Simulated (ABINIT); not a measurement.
Crystal: AgRh.

```xyz
2
Lattice="2.7776 0.0000 0.0000 -1.3888 2.4055 0.0000 0.0000 0.0000 4.8086" Properties=species:S:1:pos:R:3 pbc="T T T"
Ag    0.0000    0.0000    2.4043
Rh    1.3888    0.8018    0.0000
```

The cell comes from a database or a generator and needn't be the stable form of this composition.

Base run:

- Program: ABINIT 10.8.3 (patched build)
- Functional: PBEsol
- Potentials or basis: JTH PAW PBE v2.0
- Cutoff: 544 eV
- k mesh: 11 × 11 × 6
- Occupations: fermi-dirac, width 0.05 eV
- Spin: no spin polarisation

Its results: band gap on the k mesh none (metal or under the smearing width); pressure -10.4 GPa.

**Question.** After a change of settings the same cell gave: band gap on the k mesh none (metal or under the smearing width); pressure 7.2 GPa. Which change was it?
A. functional from PBEsol to BLYP
B. functional from PBEsol to AM05
C. functional from PBEsol to LDA
D. functional from PBEsol to revPBE

**Answer.** A.

BLYP binds less tightly than PBEsol, so the same cell stands under more pressure.

Caveats: the PAW data sets were made with another functional, which shifts forces and pressure a little.

Runs at the PBE level aren't shown here.
